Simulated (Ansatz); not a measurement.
**ClFH₄SiSn: how energies converge with the basis set**

How large a basis does ClFH₄SiSn need? Two functionals are run in growing sets.

Method: one geometry, several basis sets; program: Ansatz 0.2.0, Gaussian basis.

The runs, in order: PBE0-D4/def2-SVP; ωB97M-V/def2-SVP; PBE0-D4/def2-QZVPP; ωB97M-V/def2-QZVPP; the functionals' def2-TZVPP values are taken from earlier runs.

## 1. The relaxed structure

All runs share one geometry, relaxed beforehand with PBE0-D4 in a triple-zeta def2 set. Sn takes the def2 core potential; no spin-orbit term is included.

SMILES `[F][SnH]([SiH3])[Cl]`, 8 atoms, charge 0, spin multiplicity 1.

Atoms are counted from 1 here; the program's logs count them from 0.

Bond lengths: F1–Sn2 1.922 Å, Sn2–Si3 2.562 Å, Sn2–Cl4 2.326 Å, Sn2–H5 1.703 Å, Si3–H6 1.483 Å, Si3–H7 1.483 Å, Si3–H8 1.481 Å. Angles: F1–Sn2–Si3 106.4°, F1–Sn2–Cl4 104.0°, F1–Sn2–H5 104.3°, Si3–Sn2–Cl4 108.4°, Si3–Sn2–H5 125.0°, Cl4–Sn2–H5 106.7°, Sn2–Si3–H6 108.7°, Sn2–Si3–H7 108.0°, Sn2–Si3–H8 107.4°, H6–Si3–H7 110.5°, H6–Si3–H8 111.2°, H7–Si3–H8 111.0°.

As a file:

```xyz
8
charge 0, multiplicity 1
F    -2.16437    1.20733    0.06496
Sn   -0.49110    0.74391   -0.76039
Si    0.77240   -0.71070    0.92859
Cl   -1.10370   -0.58881   -2.56622
H     0.08098    2.21224   -1.40596
H     1.07750    0.10776    2.12748
H     2.02536   -1.17491    0.28490
H    -0.10487   -1.85403    1.27093
```

## 2. PBE0-D4 in def2-SVP

Contents of in.yaml:

```yaml
crystal:
  periodic: [false, false, false]
  atoms:
    - {symbol: F, position_ang: [-2.164365, 1.207333, 0.064962]}
    - {symbol: Sn, position_ang: [-0.491100, 0.743912, -0.760392]}
    - {symbol: Si, position_ang: [0.772395, -0.710697, 0.928592]}
    - {symbol: Cl, position_ang: [-1.103698, -0.588813, -2.566222]}
    - {symbol: H, position_ang: [0.080979, 2.212243, -1.405957]}
    - {symbol: H, position_ang: [1.077496, 0.107757, 2.127482]}
    - {symbol: H, position_ang: [2.025364, -1.174907, 0.284903]}
    - {symbol: H, position_ang: [-0.104872, -1.854027, 1.270931]}
basis:
  gaussian: {orbitals: def2-SVP}
hamiltonian: {xc: pbe0, dispersion: d4}
output: {orbitals: {seedname: orbitals}}
```

The runs that follow: ωB97M-V in def2-SVP; PBE0-D4 in def2-QZVPP; ωB97M-V in def2-QZVPP.

Before running them: what should the planned runs give, taken together? Wanted: PBE0-D4: double and triple zeta above quadruple; ωB97M-V: double and triple zeta above quadruple.

The runs gave:

| quantity | value |
| --- | --- |
| PBE0-D4: double and triple zeta above quadruple | 11.83, 0.87 eV |
| ωB97M-V: double and triple zeta above quadruple | 11.89, 0.82 eV |

For PBE0-D4 the step from double to triple zeta gains 10.96 eV and the next only 0.87 eV. These are total energies; as a rule much of such shifts cancels in differences, which this series doesn't test. The LUMO of ωB97M-V is positive and keeps falling with the basis (0.91 to 0.38 eV): an unbound level that the basis holds in place.
